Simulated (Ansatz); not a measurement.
# Si: the cost of one run

Method: DFT LDA, scalar-relativistic, plane waves, PAW, in Ansatz 0.2.0.

2 further runs of the same task are left out: 2 set aside as unsound or not needed.

### Step 1. Starting point

The structure is cubic, space group Ia-3 (No. 206). Conventional cell: a = 6.565 Å, b = 6.565 Å, c = 6.565 Å, α = 90.00°, β = 90.00°, γ = 90.00°. Around Si (site symmetry 3) lie 4 Si at 2.33 to 2.36 Å.

As a file:

```cif
data_structure
_symmetry_space_group_name_H-M 'Ia-3'
_symmetry_Int_Tables_number 206
_cell_length_a 6.5649
_cell_length_b 6.5649
_cell_length_c 6.5649
_cell_angle_alpha 90.000
_cell_angle_beta 90.000
_cell_angle_gamma 90.000
_cell_volume 282.93
loop_
_atom_site_label
_atom_site_type_symbol
_atom_site_symmetry_multiplicity
_atom_site_Wyckoff_symbol
_atom_site_fract_x
_atom_site_fract_y
_atom_site_fract_z
_atom_site_occupancy
Si1 Si 16 c 0.10247 0.10247 0.10247 1
```

This cell was relaxed beforehand with the same method: volume 17.68 Å³/atom, gap on the mesh none (metal).

### Step 2. Optical spectrum

Input file input.yaml:

```yaml
crystal:
  lattice:
    - [-3.2824525811, 3.2824525811, 3.2824525811]
    - [3.2824525811, -3.2824525811, 3.2824525811]
    - [3.2824525811, 3.2824525811, -3.2824525811]
  atoms:
    - { symbol: Si, position: [0.2049358533, 0.2049358533, 0.2049358533] }
    - { symbol: Si, position: [0.5, 0.0, 0.2950641467] }
    - { symbol: Si, position: [0.2950641467, 0.5, 0.0] }
    - { symbol: Si, position: [0.0, 0.2950641467, 0.5] }
    - { symbol: Si, position: [0.7950641467, 0.7950641467, 0.7950641467] }
    - { symbol: Si, position: [0.5, 0.0, 0.7049358533] }
    - { symbol: Si, position: [0.7049358533, 0.5, 0.0] }
    - { symbol: Si, position: [0.0, 0.7049358533, 0.5] }
basis:
  ecutwfc: 420
kpoints:
  mp_grid: { grid: [8, 8, 8] }
hamiltonian:
  xc: lda
scf:
  occupations: { method: fermi_dirac, width: 0.15 }
  n_extra_bands: 32
output:
  eigenvalues: true
  optics: { e_range: [0, 14], sigma: 0.1, nscf_kmesh: { grid: [12, 12, 12] } }
checkpoint:
  read: start.run
  write: ck
  compress: false
  write_wavefunctions: false
  write_every: 100000
```

Run with:

```console
> ansatz run input.yaml --threads 4 --pin off --max-ram 12288MiB --backend cpu --events-out ev --progress --plain --runs-dir out
```

**Question.** How long does this run take on 4 threads of Intel Xeon 6975P-C (Granite Rapids), shared host, and how much memory does it need?

About 47 s, with a peak of 2.1 GiB.
